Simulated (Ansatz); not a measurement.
# SiBr5: the cost of one run

Computed with Ansatz 0.2.0 (DFT PBE, scalar-relativistic, plane waves, PAW, unless a step's input says otherwise).

1 further run of the same task is left out (it didn't finish). Runs told in other sessions of the task aren't counted.

## Step 1: The structure to begin with

Symmetry: F-43m, No. 216, cubic system. Conventional cell: a = 11.038 Å, b = 11.038 Å, c = 11.038 Å, α = 90.00°, β = 90.00°, γ = 90.00°. Around Si (site symmetry -43m) lie 4 Br at 2.21 Å. Br (site symmetry 3m) has 1 Si at 2.21 Å in its first shell of neighbours.

Structure file:

```cif
data_structure
_symmetry_space_group_name_H-M 'F-43m'
_symmetry_Int_Tables_number 216
_cell_length_a 11.0377
_cell_length_b 11.0377
_cell_length_c 11.0377
_cell_angle_alpha 90.000
_cell_angle_beta 90.000
_cell_angle_gamma 90.000
_cell_volume 1344.73
loop_
_atom_site_label
_atom_site_type_symbol
_atom_site_symmetry_multiplicity
_atom_site_Wyckoff_symbol
_atom_site_fract_x
_atom_site_fract_y
_atom_site_fract_z
_atom_site_occupancy
Si1 Si 4 d 0.25000 0.25000 0.75000 1
Br1 Br 4 c 0.25000 0.25000 0.25000 1
Br2 Br 16 e 0.36561 0.13439 0.63439 1
```

The cell was relaxed beforehand at this level, from a generated guess; it is a trial structure. At a tolerance of 0.05 Å it has space group F-43m (No. 216); it has 56.03 Å³/atom, an uncorrected energy of -0.44 eV/atom over the elements.

## Step 2: Electronic structure at the relaxed geometry

File input.yaml:

```yaml
crystal:
  lattice:
    - [0.0, 5.5188530139, 5.5188530139]
    - [5.5188530139, 0.0, 5.5188530139]
    - [5.5188530139, 5.5188530139, 0.0]
  atoms:
    - { symbol: Si, position: [0.25, 0.25, 0.25] }
    - { symbol: Br, position: [0.75, 0.75, 0.75] }
    - { symbol: Br, position: [0.1343914933, 0.5968255201, 0.1343914933] }
    - { symbol: Br, position: [0.1343914933, 0.1343914933, 0.1343914933] }
    - { symbol: Br, position: [0.5968255201, 0.1343914933, 0.1343914933] }
    - { symbol: Br, position: [0.1343914933, 0.1343914933, 0.5968255201] }
basis:
  ecutwfc: 420
kpoints:
  mp_grid: { grid: [6, 6, 6] }
  band_path:
    path:
      - [[0.0, 0.0, 0.0], [-0.5, -0.5, 0.0], [-0.375, -0.375, 0.25]]
      - [[-0.375, 0.0, 0.375], [0.0, 0.0, 0.0], [0.0, 0.0, 0.5], [-0.5, -0.25, 0.25], [-0.5, -0.5, 0.0]]
    npoints: 14
hamiltonian:
  xc: pbe
scf:
  occupations: { method: gaussian, width: 0.1 }
  n_extra_bands: 15
output:
  forces: true
  stress: true
  eigenvalues: true
  populations: true
  dos: { projected: true, de: 0.02, nscf_kmesh: { grid: [8, 8, 8] } }
  bader: true
  write_density: true
  write_potential: true
  elf: true
  volumetric_format: npy
```

The run is started by

```sh
$ ansatz run input.yaml --threads 1 --pin off --max-ram 2560MiB --backend cpu --events-out ev --progress --plain --runs-dir out
```

What time and memory should one allow on 1 thread of Intel Xeon at 2.50GHz (Skylake/Cascade Lake), shared host?

About 4.4 min, with a peak of 0.84 GiB.
